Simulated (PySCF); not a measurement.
**CoFCl: quartet, from a linear start**

The task is one start of a wider search on CoFCl: the quartet, from a linear start. It is relaxed, tested by its Hessian and followed downhill if it is a saddle.

Method: PBE0, basis Co def2-TZVP, F def2-TZVP, Cl def2-TZVP, no relativity, density fitting; program: PySCF 2.14.0.

## 1. Where the work starts

3 atoms, charge 0, spin multiplicity 4.

Bond lengths: Co1–F2 1.750 Å, Co1–Cl3 2.100 Å. Angles: F2–Co1–Cl3 180.0°.

```xyz
3
charge 0 multiplicity 4
Co    0.0000    0.0000    0.0000
F     0.0000    0.0000   -1.7500
Cl    0.0000    0.0000    2.1000
```

## 2. First SCF at the start

The steps below are one call of a driver around PySCF. For each, scf.py gives the equivalent set-up of the SCF; relaxations use the driver's own optimiser. After this first run the driver tries any further starts and a stability analysis.

Input file scf.py:

```python
from pyscf import gto, scf, dft
mol = gto.M(atom='''
Co     0.000000     0.000000     0.000000
F      0.000000     0.000000    -1.750000
Cl     0.000000     0.000000     2.100000''',
    basis={'Co': 'def2-TZVP', 'F': 'def2-TZVP', 'Cl': 'def2-TZVP'},
    charge=0, spin=3)
mf = dft.UKS(mol, xc='PBE0')
mf.grids.atom_grid = (50, 194)
aux = {'Co': 'def2-universal-JKFIT', 'F': 'def2-universal-JKFIT', 'Cl': 'def2-universal-JKFIT'}
mf = mf.density_fit(auxbasis=aux)
mf.conv_tol = 1e-08
mf.diis_space = 10
mf.max_cycle = 60
mf.init_guess = 'minao'
mf.verbose = 4
mf.kernel()
```

Run with:

```
$ OMP_NUM_THREADS=4 python axn.py task.json out
```

Further steps of the session: Linear start, quartet: relaxation; Hessian and properties.

Before running it: what results should come out? Wanted: minimum; geometry; wavenumbers; dipole moment; highest occupied, lowest empty level; polar-tensor charge of Co1; zero-point energy; atomisation energy; ⟨S²⟩.

The runs gave:

| quantity | value |
| --- | --- |
| minimum | quartet, C∞v |
| geometry | Co–Cl 2.112 Å, Co–F 1.742 Å; Cl–Co–F 180.0° |
| wavenumbers (cm⁻¹) | 118, 118, 409, 694 |
| dipole moment | 0.08 D |
| highest occupied, lowest empty level (either spin) | -8.87, -4.23 eV |
| polar-tensor charge of Co1 | +1.33 e |
| zero-point energy | 8.0 kJ/mol |
| entropy at 298.15 K | 283.9 J/(mol K) |
| atomisation energy (no zero-point energy) | 852 kJ/mol |
| ⟨S²⟩ | 3.758 |

What this shows: The linear start keeps its C∞v symmetry and ends in a minimum. The strongest infrared band lies at 694 cm⁻¹ (stretch). Most of the spin sits on Co1 (Mulliken spin 2.84, against 3 for the whole molecule). The first SCF alone would have been 36 kJ/mol too high. Only this shape and spin were tried, so other structures or states may lie lower. The SCF density has lower symmetry than the nuclear frame. One determinant may miss the lowest occupation of an open d or f shell.
